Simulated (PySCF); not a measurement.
# RuO₃: structure of the singlet

Where does singlet RuO₃ go from a trigonal pyramidal start, is the end point a minimum, and what are its modes, charges and moments?

Method: PBE0, basis Ru def2-TZVP with ECP28, O def2-TZVP, scalar-relativistic core potentials, no spin–orbit coupling, density fitting; program: PySCF 2.14.0.

### 1 The starting structure

4 atoms, charge 0, spin multiplicity 1.

Bond lengths: Ru1–O2 1.710 Å, Ru1–O3 1.710 Å, Ru1–O4 1.710 Å. Angles: O2–Ru1–O3 99.8°, O2–Ru1–O4 99.8°, O3–Ru1–O4 99.8°.

```xyz
4
charge 0 multiplicity 1
Ru    0.0000    0.0000    0.0000
O     1.5098    0.0000    0.8028
O    -0.7549    1.3076    0.8028
O    -0.7549   -1.3076    0.8028
```

### 2 First SCF at the start

The steps below are one call of a driver around PySCF. For each, scf.py gives the equivalent set-up of the SCF; relaxations use the driver's own optimiser. After this first run the driver tries any further starts and a stability analysis.

Contents of scf.py:

```python
from pyscf import gto, scf, dft
mol = gto.M(atom='''
Ru     0.000000     0.000000     0.000000
O      1.509800     0.000000     0.802800
O     -0.754900     1.307600     0.802800
O     -0.754900    -1.307600     0.802800''',
    basis={'Ru': 'def2-TZVP', 'O': 'def2-TZVP'},
    ecp={'Ru': 'def2-TZVP'},
    charge=0, spin=0)
mf = dft.RKS(mol, xc='PBE0')
mf.grids.atom_grid = (50, 194)
aux = {'Ru': 'def2-universal-JKFIT', 'O': 'def2-universal-JKFIT'}
mf = mf.density_fit(auxbasis=aux)
mf.conv_tol = 1e-08
mf.diis_space = 10
mf.max_cycle = 60
mf.init_guess = 'minao'
mf.verbose = 4
mf.kernel()
```

Command:

```bash
> OMP_NUM_THREADS=4 python axn.py task.json out
```

After this run come: Trigonal pyramidal start, singlet: relaxation; Hessian and properties.

Q: Predict the outcome of this session. Wanted: minimum; geometry; wavenumbers; dipole moment; highest occupied, lowest empty level; polar-tensor charge of Ru1; zero-point energy; atomisation energy.

**Answer**, as computed:

| quantity | value |
| --- | --- |
| minimum | singlet, D3h |
| geometry | Ru–O 1.660 Å (×3); O–Ru–O 120.0° (×3) |
| wavenumbers (cm⁻¹) | 104 (a2''), 320 (e'), 1009 (e'), 1029 (a1') |
| dipole moment | 0.00 D |
| highest occupied, lowest empty level | -8.80, -4.96 eV |
| polar-tensor charge of Ru1 | +1.49 e |
| zero-point energy | 22.7 kJ/mol |
| entropy at 298.15 K | 286.3 J/(mol K) |
| atomisation energy (no zero-point energy) | 1356 kJ/mol |

In words: From C3v at the start the molecule goes to a D3h minimum. In the infrared the band at 1009 cm⁻¹ (e', stretch) leads. Ru1 has a polar-tensor charge of +1.5 e (a dipole derivative, not a static charge), yet symmetry cancels the bond dipoles. Only this shape and spin were tried, so other structures or states may lie lower.
